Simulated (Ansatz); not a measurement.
**InSb (zincblende type): how the settings move a single-point run**

Question: which choices in the input matter for InSb (zincblende type)?

Computed with Ansatz 0.2.0 (reference: DFT, PBE, all-electron LAPW, scalar-relativistic, unless a step's input says otherwise).

## 1. The structure to begin with

Symmetry: F-43m, No. 216, cubic system. Conventional cell: a = 5.948 Å, b = 5.948 Å, c = 5.948 Å, α = 90.00°, β = 90.00°, γ = 90.00°. In (site symmetry -43m) is surrounded by 4 Sb at 2.58 Å. Sb (site symmetry -43m) has 4 In at 2.58 Å as nearest neighbours.

As a file:

```cif
data_structure
_symmetry_space_group_name_H-M 'P 1'
_symmetry_Int_Tables_number 1
_cell_length_a 4.2061
_cell_length_b 4.2061
_cell_length_c 4.2061
_cell_angle_alpha 60.000
_cell_angle_beta 60.000
_cell_angle_gamma 60.000
_cell_volume 52.62
loop_
_atom_site_label
_atom_site_type_symbol
_atom_site_fract_x
_atom_site_fract_y
_atom_site_fract_z
_atom_site_occupancy
In1 In 0.00000 0.00000 0.00000 1
Sb1 Sb 0.25000 0.25000 0.25000 1
```

## 2. Reference

input.yaml reads:

```yaml
crystal:
  lattice:
    - [0.0, 2.9741561659, 2.9741561659]
    - [2.9741561659, 0.0, 2.9741561659]
    - [2.9741561659, 2.9741561659, 0.0]
  atoms:
    - { symbol: In, position: [0.0, 0.0, 0.0] }
    - { symbol: Sb, position: [0.25, 0.25, 0.25] }
kpoints:
  mp_grid: { grid: [11, 11, 11] }
scf:
  occupations: { method: fermi_dirac, width: 0.1 }
hamiltonian:
  xc: pbe
  pseudopotentials: { kind: all_electron, lapw: { basis_error: 0.001 } }
output:
  forces: true
  stress: true
  eigenvalues: true
  populations: true
```

Command:

```bash
$ ansatz run input.yaml --threads 1 --pin off --max-ram 2048MiB --backend cpu --events-out ev --progress --plain --runs-dir out
```

## 3. Changed: mp_grid.grid [14, 14, 14], xc rpbe

Changes to input.yaml since step 2:

```diff
@@ -9,3 +9,3 @@
 kpoints:
-  mp_grid: { grid: [11, 11, 11] }
+  mp_grid: { grid: [14, 14, 14] }
 scf:
@@ -13,3 +13,3 @@
 hamiltonian:
-  xc: pbe
+  xc: rpbe
   pseudopotentials: { kind: all_electron, lapw: { basis_error: 0.001 } }
```

**Question.** What will these runs give? Wanted: for each run, ending; energy change; pressure; gap; force.

The runs gave:

```tsv
run	ending	energy change	pressure (GPa)	gap (eV)	force (eV/Å)	cycles	time
reference	converged	-	26.5	0.75	0.00	7	43 s
1: mp_grid.grid [14, 14, 14], xc rpbe	converged	not comparable	28.6	0.81	0.00	7	78 s
```

Residual by cycle in the longest SCF loop of each run; runs are numbered as in the table. The quantity is the density residual dr2, in eV.

```tsv
cycle	reference	run 1
1	0.469	0.477
2	0.0578	0.0613
3	0.00681	0.00781
4	1.4e-4	2.0e-4
5	4.6e-6	9.6e-6
6	1.2e-7	3.4e-7
7	1.2e-8	3.1e-8
```

**Reading.** A change of functional puts the total energy on another scale; the pressure goes from 26.5 to 28.6 GPa and the gap on the mesh goes from 0.75 to 0.81 eV. The k-point mesh changed too. Cost: 78 s against 43 s. The structure is not at rest: the sound run finds 26 GPa, so these are no properties of the relaxed crystal. 
